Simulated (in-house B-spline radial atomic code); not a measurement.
# Ge¹⁰⁺: ionisation energy by several methods

Aim: the ionisation energy of Ge¹⁰⁺ by several methods, each as the difference of two self-consistent energies (Ge¹⁰⁺ and the next ion, [Ar] 3d3).

Method: non-relativistic, several functionals, spin-polarised; spherical all-electron atom at the radial basis limit. Code: in-house B-spline radial atomic code version 1.

### Step 1. The atom as given

| Property | Result |
| --- | --- |
| element | germanium (Z = 32) |
| charge | +10 |
| electrons | 22 |
| configuration | [Ar] 3d4 |
| nucleus | point |

Outer shells as boxes (Hund's rule):

[Ar] 3d4
```
[Ar] core
3d [↑ ][↑ ][↑ ][↑ ][  ]
```

Where spins are not typed, each open shell is filled with up spins first.

### Step 2. PBE, a GGA

The run's settings:

```ini
Z = 32
electrons = 22.0
configuration = [Ar] 3d4
hamiltonian = nr
method = pbe,pbe
spin_polarised = True
```

### Step 3. TPSS, a meta-GGA

The run's settings:

```ini
Z = 32
electrons = 22.0
configuration = [Ar] 3d4
hamiltonian = nr
method = tpss,tpss
spin_polarised = True
```

### Step 4. PBEsol, a GGA

The run's settings:

```ini
Z = 32
electrons = 22.0
configuration = [Ar] 3d4
hamiltonian = nr
method = pbesol
spin_polarised = True
```

### Step 5. OLYP, a GGA

The run's settings:

```ini
Z = 32
electrons = 22.0
configuration = [Ar] 3d4
hamiltonian = nr
method = optx,lyp
spin_polarised = True
```

### Step 6. M06-L, a meta-GGA

The run's settings:

```ini
Z = 32
electrons = 22.0
configuration = [Ar] 3d4
hamiltonian = nr
method = m06l
spin_polarised = True
```

### Step 7. Hartree-Fock

The run's settings:

```ini
Z = 32
electrons = 22.0
configuration = [Ar] 3d4
hamiltonian = nr
method = hf
spin_polarised = True
```

### Step 8. PW91, a GGA

The run's settings:

```ini
Z = 32
electrons = 22.0
configuration = [Ar] 3d4
hamiltonian = nr
method = pw91,pw91
spin_polarised = True
```

### Step 9. LDA (PW92)

The run's settings:

```ini
Z = 32
electrons = 22.0
configuration = [Ar] 3d4
hamiltonian = nr
method = lda,pw
spin_polarised = True
```

**Question.** The tabulated ionisation energy is 286 ± 3 eV (tabulated theoretical; NIST Atomic Spectra Database). What does each method give, and which comes nearest?

**Answer**, as computed:

| method | rung | total energy (hartree) | ΔSCF (eV) | −ε highest (eV) | ΔSCF less tabulated (eV) |
| --- | --- | --- | --- | --- | --- |
| LDA (PW92) | LDA | -2033.3294 | 290.00 | 271.39 (3d up) | +4.00 |
| PBE | GGA | -2036.2920 | 289.83 | 271.23 (3d up) | +3.83 |
| PBEsol | GGA | -2034.8118 | 289.75 | 271.16 (3d up) | +3.75 |
| OLYP | GGA | -2037.1272 | 291.17 | 272.56 (3d up) | +5.17 |
| PW91 | GGA | -2036.7052 | 290.01 | 271.41 (3d up) | +4.01 |
| TPSS | meta-GGA | -2036.6377 | 289.69 | 271.14 (3d up) | +3.69 |
| M06-L | meta-GGA | -2036.6326 | 290.94 | 272.56 (3d up) | +4.94 |
| Hartree-Fock | Hartree-Fock | -2035.6256 | 289.30 | 291.48 (3d up) | +3.30 |

What this shows: Tables give 286 ± 3 eV (tabulated theoretical; NIST Atomic Spectra Database) for the ionisation energy. Hartree-Fock misses by +3.30 eV, the least, and OLYP by +5.17 eV (1.8 %), the most. Mean absolute error by rung (exchange-only levels left out): LDA 4.00 eV, GGA 4.19 eV, meta-GGA 4.32 eV, Hartree-Fock 3.30 eV. All methods miss on the same side by much the same amount, which points to something that they share. These runs lack relativity altogether, which can outweigh the gaps between the methods, so the nearest may be so by luck. PBE is off by +3.83 eV. These runs leave out relativity, which matters at this nuclear charge. Open shells are averaged (over orientations, and over spins where the run is restricted), while tables refer to the lowest levels. For the semilocal functionals minus the highest level recovers only 94 % of their own ΔSCF value, a mark of self-interaction.
